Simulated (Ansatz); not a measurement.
# C₂H₆AlNOS: up Jacob's ladder to CCSD(T)

Aim: compute C₂H₆AlNOS with functionals from several rungs and with coupled cluster, and see how far each lands from CCSD(T) at the basis-set limit for the atomisation energy.

Program: Ansatz 0.2.0, Gaussian basis. Level of theory: functionals in def2-TZVPP, the program's frozen cores in correlated methods. These are calculated values, not measurements.

Levels to be run: LDA (SPW92), PBE-D4, revPBE-D4, BLYP-D4, r2SCAN-D4, B97M-V, PBE0-D4, B3LYP-D4, r2SCANh-D4, r2SCAN0-D4, HSE06-D4, BHLYP-D4, CAM-B3LYP-D4, LC-ωPBE, ωB97X-V, ωB97M-V, B2PLYP, PBE-QIDH; CCSD(T)/def2-SVP; CCSD(T)/def2-TZVPP; MP2/def2-QZVPP; extrapolation to the limit; RPA on PBE.

## (1) Structure used throughout

All runs share one geometry, relaxed beforehand with PBE0-D4 in a triple-zeta def2 set.

SMILES `[SH][Al]1[CH2]NC[O]1`, 12 atoms, charge 0, spin multiplicity 1.

Atoms are counted from 1 here; the program's logs count them from 0.

Bond lengths: S1–Al2 2.175 Å, S1–H7 1.346 Å, Al2–C3 1.965 Å, Al2–O6 1.714 Å, C3–N4 1.481 Å, C3–H8 1.096 Å, C3–H9 1.090 Å, N4–C5 1.450 Å, N4–H10 1.013 Å, C5–O6 1.423 Å, C5–H11 1.093 Å, C5–H12 1.097 Å. Angles: Al2–S1–H7 91.6°, S1–Al2–C3 140.9°, S1–Al2–O6 123.1°, C3–Al2–O6 96.0°, Al2–C3–N4 98.0°, Al2–C3–H8 114.2°, Al2–C3–H9 118.0°, N4–C3–H8 109.8°, N4–C3–H9 110.0°, H8–C3–H9 106.5°, C3–N4–C5 112.1°, C3–N4–H10 109.1°, C5–N4–H10 108.8°, N4–C5–O6 113.5°, N4–C5–H11 108.4°, N4–C5–H12 108.7°, O6–C5–H11 109.3°, O6–C5–H12 108.4° and more.

## (2) LDA

This LDA is Slater exchange with PW92 correlation.

The input, in.yaml:

```yaml
crystal:
  periodic: [false, false, false]
  atoms:
    - {symbol: S, position_ang: [0.981818, 3.214448, 0.263862]}
    - {symbol: Al, position_ang: [0.360421, 1.132193, 0.179466]}
    - {symbol: C, position_ang: [0.762616, -0.613155, 0.988084]}
    - {symbol: N, position_ang: [0.105575, -1.467363, -0.027285]}
    - {symbol: C, position_ang: [-1.050669, -0.822689, -0.618151]}
    - {symbol: O, position_ang: [-0.853530, 0.560513, -0.887347]}
    - {symbol: H, position_ang: [0.092624, 3.558136, -0.686178]}
    - {symbol: H, position_ang: [0.295604, -0.772519, 1.966177]}
    - {symbol: H, position_ang: [1.808795, -0.899520, 1.094856]}
    - {symbol: H, position_ang: [0.770647, -1.680929, -0.760432]}
    - {symbol: H, position_ang: [-1.297048, -1.340158, -1.548885]}
    - {symbol: H, position_ang: [-1.899753, -0.924158, 0.069730]}
basis:
  gaussian: {orbitals: def2-TZVPP}
hamiltonian: {xc: lda}
output: {orbitals: {seedname: orbitals}}
```

On the command line:

```sh
> ansatz run in.yaml --threads 4 --pin off --events-out ev --progress --plain --max-ram 10444MiB
```

After this run come: PBE-D4 (GGA); revPBE-D4 (GGA); BLYP-D4 (GGA); r2SCAN-D4 (meta-GGA); B97M-V (meta-GGA); B3LYP-D4 (hybrid); r2SCANh-D4 (hybrid); r2SCAN0-D4 (hybrid); HSE06-D4 (hybrid); BHLYP-D4 (hybrid); CAM-B3LYP-D4 (range-separated); LC-ωPBE (range-separated); ωB97X-V (range-separated); ωB97M-V (range-separated); B2PLYP (double hybrid); PBE-QIDH (double hybrid); CCSD(T) in def2-SVP; CCSD(T) in def2-TZVPP; MP2 in def2-QZVPP; RPA on PBE orbitals.

**Question.** What will the summary of the whole plan be? Wanted: atomisation energy, CCSD(T)/CBS; farthest beyond LDA; mean size of error, GGA; mean size of error, meta-GGA; mean size of error, hybrid; mean size of error, range-separated; mean size of error, double hybrid; gap, smallest and largest; T1 diagnostic.

**Answer**, as computed:

```
                               quantity                                                                                                  value
        atomisation energy, CCSD(T)/CBS                                                                                          4499.4 kJ/mol
 functionals within 22.5 kJ/mol (0.5 %)  revPBE-D4, BLYP-D4, r2SCAN-D4, B97M-V, PBE0-D4, B3LYP-D4, r2SCANh-D4, HSE06-D4, CAM-B3LYP-D4, LC-ωPBE
                    farthest beyond LDA                                                                               BHLYP-D4 (-167.3 kJ/mol)
                mean size of error, GGA                                                                                            44.9 kJ/mol
           mean size of error, meta-GGA                                                                                            14.0 kJ/mol
             mean size of error, hybrid                                                                                            50.6 kJ/mol
    mean size of error, range-separated                                                                                            16.0 kJ/mol
      mean size of error, double hybrid                                                                                            45.3 kJ/mol
              gap, smallest and largest                                                              3.89 eV (LDA (SPW92)), 10.77 eV (LC-ωPBE)
                          T1 diagnostic                                                                                                 0.0129
triples share of the correlation energy                                                                                                  4.1 %
```

In words: The LDA atomisation energy is off by 720.7 kJ/mol (16 %): it overbinds. PBE-D4 is off by +114.8 kJ/mol. Double hybrids carry the basis error of their MP2 part in triple zeta, and no dispersion term here, so their miss is partly the set-up's. The rungs meta-GGA, range-separated miss on average by less than the doubt on the reference (22.5 kJ/mol), so they tie. Misses under about 22.5 kJ/mol are within the doubt on the reference itself, which lacks core-valence correlation, relativity and higher excitations. Hartree-Fock recovers 69 % of the binding; the rest is correlation. CCSD(T) in def2-SVP is off by -286.4 kJ/mol, more than most functionals: a good method in a small basis is no reference. The gap grows from 3.9 to 10.8 eV across the functionals, mostly with the share of exact exchange.
